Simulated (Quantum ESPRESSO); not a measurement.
The system is NaIn3C.

```
Na In C
1.0
     4.89080    0.00000    0.00000
     0.00000    4.89080    0.00000
     0.00000    0.00000    4.89080
Na In C
1 3 1
Direct
  0.00000 0.00000 0.00000
  0.00000 0.50000 0.50000
  0.50000 0.50000 0.00000
  0.50000 0.00000 0.50000
  0.50000 0.50000 0.50000
```

The cell was built by a generator and needn't be a form met in nature.

| Property | Result |
| --- | --- |
| Program | Quantum ESPRESSO 7.5 |
| Task | relaxation of cell and atoms |
| Functional | SOGGA |
| Potentials or basis | GBRV 1.5 PBEsol |
| Cutoff | 612 eV |
| Density cutoff | 4898 eV |
| k mesh | 3 × 3 × 3 |
| Occupations | methfessel-paxton, width 0.2 eV |
| Spin | no spin polarisation |

At the start: pressure -3.3 GPa; volume 23.40 Å³/atom.

**Question.** How do energy, volume and symmetry change on relaxing?

**Answer.** Over 4 steps the energy falls by 10.8 meV/atom and the volume is 21.70 Å³/atom (-7.2 %); space group Pm-3m (No. 221, to 0.05 Å).

The path:
```tsv
step	energy change (eV)	largest force (eV/Å)	pressure (GPa)	volume (Å³)
1	0.0000	0.0000	-3.32	116.99
2	-0.0068	0.0000	-3.16	116.50
3	-0.0514	0.0000	0.27	107.90
4	-0.0538	0.0000	-0.02	108.51
```

Final structure:
```
Na In C
1.0
     4.76975    0.00000    0.00000
     0.00000    4.76975    0.00000
     0.00000    0.00000    4.76975
Na In C
1 3 1
Cartesian
  0.0000 0.0000 0.0000
  0.0000 2.3849 2.3849
  2.3849 2.3849 0.0000
  2.3849 0.0000 2.3849
  2.3849 2.3849 2.3849
```

Caveat: the k mesh is coarse (spacing up to 0.43 Å⁻¹), so the values aren't converged; the potentials were made for another functional, which shifts forces and pressure; SOGGA exchange is joined with the correlation of PBE here.
